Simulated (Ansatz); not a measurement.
**BFGeH4: a ladder of functionals and wavefunction methods**

Aim: compute BFGeH4 with functionals from several rungs and with coupled cluster, and see how far each lands from CCSD(T) at the basis-set limit for the atomisation energy.

The runs use Ansatz 0.2.0, Gaussian basis; functionals in def2-TZVPP, the program's frozen cores in correlated methods.

The runs, in order: LDA (SPW92), PBE-D4, revPBE-D4, BLYP-D4, r2SCAN-D4, B97M-V, PBE0-D4, B3LYP-D4, r2SCANh-D4, r2SCAN0-D4, HSE06-D4, BHLYP-D4, CAM-B3LYP-D4, LC-ωPBE, ωB97X-V, ωB97M-V, B2PLYP, PBE-QIDH; CCSD(T)/def2-SVP; CCSD(T)/def2-TZVPP; MP2/def2-QZVPP; extrapolation to the limit; RPA on PBE.

**1. The geometry**

An earlier PBE0-D4 in a triple-zeta def2 set relaxation fixed the geometry.

SMILES `[BH2][GeH2][F]`, 7 atoms, charge 0, spin multiplicity 1.

Atoms are counted from 1 here; the program's logs count them from 0.

Bond lengths: B1–Ge2 2.052 Å, B1–H4 1.192 Å, B1–H5 1.194 Å, Ge2–F3 1.751 Å, Ge2–H6 1.541 Å, Ge2–H7 1.541 Å. Angles: Ge2–B1–H4 121.6°, Ge2–B1–H5 119.1°, H4–B1–H5 119.3°, B1–Ge2–F3 110.0°, B1–Ge2–H6 113.4°, B1–Ge2–H7 113.4°, F3–Ge2–H6 105.0°, F3–Ge2–H7 105.0°, H6–Ge2–H7 109.3°.

**2. LDA**

This LDA is Slater exchange with PW92 correlation.

Contents of in.yaml:

```yaml
crystal:
  periodic: [false, false, false]
  atoms:
    - {symbol: B, position_ang: [-0.983242, 0.233917, -0.747354]}
    - {symbol: Ge, position_ang: [0.647462, -0.089788, 0.455115]}
    - {symbol: F, position_ang: [0.756791, -1.787222, 0.871424]}
    - {symbol: H, position_ang: [-1.705845, -0.655847, -1.073253]}
    - {symbol: H, position_ang: [-1.211676, 1.342359, -1.128946]}
    - {symbol: H, position_ang: [0.569202, 0.648055, 1.805838]}
    - {symbol: H, position_ang: [1.988507, 0.240526, -0.228624]}
basis:
  gaussian: {orbitals: def2-TZVPP}
hamiltonian: {xc: lda}
output: {orbitals: {seedname: orbitals}}
```

Started as:

```
$ ansatz run in.yaml --threads 2 --pin off --events-out ev --progress --plain --max-ram 4352MiB
```

The runs that follow: PBE-D4 (GGA); revPBE-D4 (GGA); BLYP-D4 (GGA); r2SCAN-D4 (meta-GGA); B97M-V (meta-GGA); B3LYP-D4 (hybrid); r2SCANh-D4 (hybrid); r2SCAN0-D4 (hybrid); HSE06-D4 (hybrid); BHLYP-D4 (hybrid); CAM-B3LYP-D4 (range-separated); LC-ωPBE (range-separated); ωB97X-V (range-separated); ωB97M-V (range-separated); B2PLYP (double hybrid); PBE-QIDH (double hybrid); CCSD(T) in def2-SVP; CCSD(T) in def2-TZVPP; MP2 in def2-QZVPP; RPA on PBE orbitals.

Q: Predict the results of all the runs planned. Wanted: atomisation energy, CCSD(T)/CBS; farthest beyond LDA; mean size of error, GGA; mean size of error, meta-GGA; mean size of error, hybrid; mean size of error, range-separated; mean size of error, double hybrid; gap, smallest and largest; T1 diagnostic.

**Answer**, as computed:

| quantity | value |
| --- | --- |
| atomisation energy, CCSD(T)/CBS | 2107.6 kJ/mol |
| functionals within 21.1 kJ/mol (1.0 %) | PBE-D4, BLYP-D4, r2SCAN-D4, B3LYP-D4, r2SCANh-D4, CAM-B3LYP-D4, LC-ωPBE, ωB97X-V, ωB97M-V |
| farthest beyond LDA | revPBE-D4 (-50.3 kJ/mol) |
| mean size of error, GGA | 24.5 kJ/mol |
| mean size of error, meta-GGA | 14.6 kJ/mol |
| mean size of error, hybrid | 22.6 kJ/mol |
| mean size of error, range-separated | 11.3 kJ/mol |
| mean size of error, double hybrid | 21.8 kJ/mol |
| gap, smallest and largest | 3.29 eV (LDA (SPW92)), 10.83 eV (LC-ωPBE) |
| T1 diagnostic | 0.0120 |
| triples share of the correlation energy | 3.0 % |

What this shows: LDA overbinds by 262.9 kJ/mol (12 %). PBE-D4 is off by -2.6 kJ/mol. Double hybrids carry the basis error of their MP2 part in triple zeta, and no dispersion term here, so their miss is partly the set-up's. The rungs range-separated, meta-GGA miss on average by less than the doubt on the reference (21.1 kJ/mol), so they tie. The reference freezes the cores and leaves out relativity and excitations past (T), and its outer-core shells are covered unevenly, so misses under about 21.1 kJ/mol can't be ranked. Hartree-Fock recovers 76 % of the binding; the rest is correlation. CCSD(T) in def2-SVP is off by -125.5 kJ/mol, which most functionals beat. The gap grows from 3.3 to 10.8 eV across the functionals, mostly with the share of exact exchange. Correlated methods include outer-core shells of Ge, which these sets cover unevenly.
